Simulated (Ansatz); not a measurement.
A run of Ansatz 0.2.0:

input

```
crystal:
  lattice:
    - [5.69867, 0.00381, 0.01559]
    - [-0.70506, 6.10815, -0.00575]
    - [-2.73718, -1.39557, 6.63076]
  atoms:
    - { symbol: Hf, position: [0.11793, 0.01556, 0.13292] }
    - { symbol: In, position: [0.38842, 0.99901, 0.72891] }
    - { symbol: In, position: [0.75865, 0.00842, 0.49586] }
    - { symbol: In, position: [0.23461, 0.48841, 0.533] }
    - { symbol: In, position: [0.59649, 0.48211, 0.20528] }
    - { symbol: Si, position: [0.86778, 0.44029, 0.85544] }
    - { symbol: O, position: [0.55316, 0.38738, 0.7929] }
    - { symbol: O, position: [0.93454, 0.38483, 0.65596] }
    - { symbol: O, position: [0.98414, 0.26218, 0.00347] }
    - { symbol: O, position: [0.99083, 0.69806, 0.98452] }
    - { symbol: O, position: [0.08665, 0.06493, 0.39374] }
    - { symbol: O, position: [0.4868, 0.10883, 0.21799] }
hamiltonian:
  xc: pbe
  pseudopotentials: { kind: paw_fr }
magnetization:
  noncollinear: true
  spin_orbit: true
kpoints:
  mp_grid: { grid: [4, 4, 3] }
  band_path:
    path:
      - [[0.5, 0.0, 0.0], [0.0, 0.0, 0.0], [0.0, -0.5, 0.0]]
      - [[0.5, -0.5, 0.0], [0.0, 0.0, 0.0], [0.0, 0.5, -0.5]]
      - [[0.5, 0.5, -0.5], [0.0, 0.0, 0.0], [0.0, 0.0, -0.5]]
      - [[0.5, 0.0, -0.5], [0.0, 0.0, 0.0]]
    npoints: 10
scf:
  occupations: { method: fermi_dirac, width: 0.05 }
  n_extra_bands: 30
output:
  forces: true
  stress: true
  eigenvalues: true
  fatbands: true
  write_density: true
  write_potential: true
  elf: true
  volumetric_format: npy
```

Hardware: 1 × NVIDIA H100 80GB HBM3 with 2 threads of AMD EPYC 7R13 Processor (Zen 3) (shared host).

Task: How long does it take, and how much memory?

Result: Wall time 23 s on 1 × NVIDIA H100 80GB HBM3 with 2 threads of AMD EPYC 7R13 Processor (Zen 3), with other jobs on the host, peak memory 3.8 GiB. Counts: scf iterations 13, plane waves 4531, k points 26, bands 148.
